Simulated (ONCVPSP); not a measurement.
**Pseudopotential generation for germanium: ONCV, PBEsol**

Aim: build the potential from the settings below, then test how well it stands in for the atom: other configurations, scattering, ghost states and the plane-wave cutoff that it needs.

Method: ONCVPSP 4.0.1, PBEsol, fully relativistic.

## (1) The atom and the settings

The settings as typed:

```json
{
 "element": "germanium (Ge, Z = 32)",
 "type": "optimised norm-conserving Vanderbilt (ONCV)",
 "frozen core": "[Ar] 3d10",
 "valence charge": "4",
 "reference configuration": "4s2 4p2",
 "partial waves": "4s: rc 1.85 bohr, ncon 4, nbas 7, qcut 3.2 1/bohr, 2 projectors, debl 0.4 Ha; 4p: rc 1.50 bohr, ncon 4, nbas 7, qcut 6.2 1/bohr, 2 projectors, debl 3.5 Ha",
 "local potential": "polynomial inside 1.40 bohr (lpopt 5, dvloc0 -1 Ha)",
 "core correction": "Teter function, fcfact 5, rcfact 1.1"
}
```

The outer shells as boxes (Hund's rule for the drawing; the calculation is spin-unpolarised):

```
[Ar] core
3d [↑↓][↑↓][↑↓][↑↓][↑↓]
4s [↑↓]
4p [↑ ][↑ ][  ]
```

The nodes and maxima of the atom's own shells, from an earlier all-electron run, set the scale for the radii.

All-electron outer shells of the reference configuration (PBEsol, scalar-relativistic, ld1.x):

```json
{"shell": "3p", "level (eV)": "-115.43", "outermost node (bohr)": "0.23", "outermost maximum (bohr)": "0.54"}
{"shell": "3d", "level (eV)": "-29.31", "outermost node (bohr)": "–", "outermost maximum (bohr)": "0.50"}
{"shell": "4s", "level (eV)": "-11.74", "outermost node (bohr)": "0.77", "outermost maximum (bohr)": "1.75"}
{"shell": "4p", "level (eV)": "-3.90", "outermost node (bohr)": "0.82", "outermost maximum (bohr)": "2.22"}
```

## (2) The generation run

The input, Ge.dat:

```
# ATOM AND REFERENCE CONFIGURATION
# atsym  z   nc   nv     iexc    psfile
  Ge 32.00    6    2  -116133      upf
#
#   n    l    f
    1    0    2.00
    2    0    2.00
    2    1    6.00
    3    0    2.00
    3    1    6.00
    3    2   10.00
    4    0    2.00
    4    1    2.00
#
# PSEUDOPOTENTIAL AND OPTIMIZATION
# lmax
    1
#
#   l,   rc,      ep,       ncon, nbas, qcut
    0    1.85    0.00    4    7    3.20
    1    1.50    0.00    4    7    6.20
#
# LOCAL POTENTIAL
# lloc, lpopt,  rc(5),   dvloc0
    4    5    1.40   -1.00
#
# VANDERBILT-KLEINMAN-BYLANDER PROJECTORs
# l, nproj, debl
    0    2    0.40
    1    2    3.50
#
# MODEL CORE CHARGE
# icmod, fcfact, rcfact
    3    5.00    1.10
#
# LOG DERIVATIVE ANALYSIS
# epsh1, epsh2, depsh
   -2.00    5.00    0.02
#
# OUTPUT GRID
# rlmax, drl
    6.00    0.01
#
# TEST CONFIGURATIONS
# ncnf
    4
# nvcnf
#   n    l    f
    2
    4    0    2.00
    4    1    1.00
#
    2
    4    0    2.00
    4    1    0.00
#
    2
    4    0    1.00
    4    1    0.00
#
    2
    4    0    1.00
    4    1    3.00
#
```

On the command line:

```console
$ oncvpspr.x < Ge.dat > Ge.out
```

Q: Predict the outcome of this session. Wanted: cutoffs for 1 and 0.1 mHa per electron, occupied waves; bound ghosts; GHOST(+) flags; largest test error; largest phase difference near zero energy, channels read; rms error of d²Exc/dn², without and with the model core; projector energies reset by the program.

The runs gave:

| quantity | value |
| --- | --- |
| cutoffs for 1 and 0.1 mHa per electron, occupied waves | 25 Ha and 57 Ha |
| bound ghosts | p3/2 at -65.00 eV, p1/2 at -62.19 eV |
| GHOST(+) flags | s at 87 eV |
| largest test error (AE − PS) | -84 meV, for 4s1 4p0 |
| largest phase difference near zero energy, channels read | 0.002 rad |
| rms error of d²Exc/dn², without and with the model core | 9.52 and 6.50 mHa |
| projector energies reset by the program | s: -0.431, 0.250 Ha |

What this shows: It has a bound ghost (p3/2, p1/2), a state that the atom doesn't have, and that rules the file out. By total energies transferability is fair: the largest error is 84 meV on 57.7 eV, for 4s1 4p0. That test lies far up in energy; among those under 40 eV, nearer to bonding, the largest error is 18 meV. The potential is of middling hardness: the looser tolerance needs 25 Ha. At the looser tolerance the 4s wave is the slowest; 4p needs 17 Ha. Near zero energy the phases of the channels with partial waves agree within 0.002 rad. The program also flags highly localised states, GHOST(+) (s).
